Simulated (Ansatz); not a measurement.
This script for Ansatz's Python interface starts 3 runs on MgS, space group F-43m. What input does the engine get in each?

`mgs.py`:
```python
# -*- coding: utf-8 -*-
'''How the lattice of MgS depends on the functional.'''

import ansatz as az
import numpy as np

FMAX = 0.03

def edges_and_angles(cell):
    cell = np.asarray(cell)
    a, b, c = np.linalg.norm(cell, axis=1)
    cosines = cell[1] @ cell[2] / (b * c), cell[0] @ cell[2] / (a * c), cell[0] @ cell[1] / (a * b)
    return (a, b, c, *np.degrees(np.arccos(cosines)))

lattice = az.Lattice.of(
    (0.0, 2.83312, 2.83312),
    (2.83312, 0.0, 2.83312),
    (2.83312, 2.83312, 0.0),
)
sites = [
    ('Mg', (0.0, 0.0, 0.0)),
    ('S', (0.75, 0.75, 0.75)),
]
cell = az.Crystal(lattice=lattice)
for symbol, position in sites:
    cell = cell.atom(symbol, position)

base = (
    cell.calculation()
    .kpoints(6)
    .occupations(az.OccupationsMethod.FIXED)
    .relax(cell=True, force_tolerance=FMAX)
)

levels = [('pbesol', 'd3bj'), ('blyp', 'd3bj'), ('lda', 'none')]
print('level            a       b       c    alpha   beta  gamma  V/atom  steps')
for name, dispersion in levels:
    seen = []
    run = base.functional(name, dispersion=dispersion).session().plan()
    outcome = run.execute(on_event=lambda e: seen.append(e) if e['event'] == 'relax_step' else None)
    cell = outcome.lattice.cell_ang
    label = name if dispersion == 'none' else f'{name}+{dispersion}'
    print('{:13s} {:7.4f} {:7.4f} {:7.4f} {:6.2f} {:6.2f} {:6.2f}'.format(label, *edges_and_angles(cell)), f'{abs(np.linalg.det(cell)) / len(outcome.lattice.sites):7.3f} {len(seen):5d}')
```

Run 1:
```yaml
crystal:
  lattice:
    - [0.0, 2.83312, 2.83312]
    - [2.83312, 0.0, 2.83312]
    - [2.83312, 2.83312, 0.0]
  atoms:
    - { symbol: Mg, position: [0.0, 0.0, 0.0] }
    - { symbol: S, position: [0.75, 0.75, 0.75] }
kpoints:
  mp_grid:
    grid: [6, 6, 6]
hamiltonian:
  xc: pbesol
  dispersion: d3bj
scf:
  occupations:
    method: fixed
relax:
  f_tol: 0.03
  cell: {}
```

Run 2, against run 1:
```diff
-  xc: pbesol
+  xc: blyp
```

Run 3, against run 1:
```diff
-  xc: pbesol
-  dispersion: d3bj
+  xc: lda
+  dispersion: none
```

`python mgs.py` gives:
```text
level            a       b       c    alpha   beta  gamma  V/atom  steps
DeckWarning: basis.ecutwfc = 420 eV, auto-derived from the records' recommended cutoffs: set by Mg (normal level)
pbesol+d3bj    3.9574  3.9574  3.9574  60.00  60.00  60.00  21.913     4
blyp+d3bj      3.9488  3.9488  3.9488  60.00  60.00  60.00  21.769     5
lda            3.9546  3.9546  3.9546  60.00  60.00  60.00  21.865     4
```
(Warnings from the package without file and line.)

From smallest to largest: BLYP+D3BJ (21.77 Å³ an atom, -4.3 % against the start), LDA (21.86 Å³ an atom, -3.8 % against the start) and PBEsol+D3BJ (21.91 Å³ an atom, -3.6 % against the start). The spread is 0.7 % in volume.

Notes:
- Forces vanish by symmetry, so the ions can't move, and the end may be a saddle.
- Edges and angles are those of the cell as typed, here a primitive one, not of the conventional cell.
- This cell is a computed structure, which may not be the phase found in nature.
- The whole script took 16 s on 1 thread of Arm Neoverse N1 (shared host), peak memory 0.36 GiB.
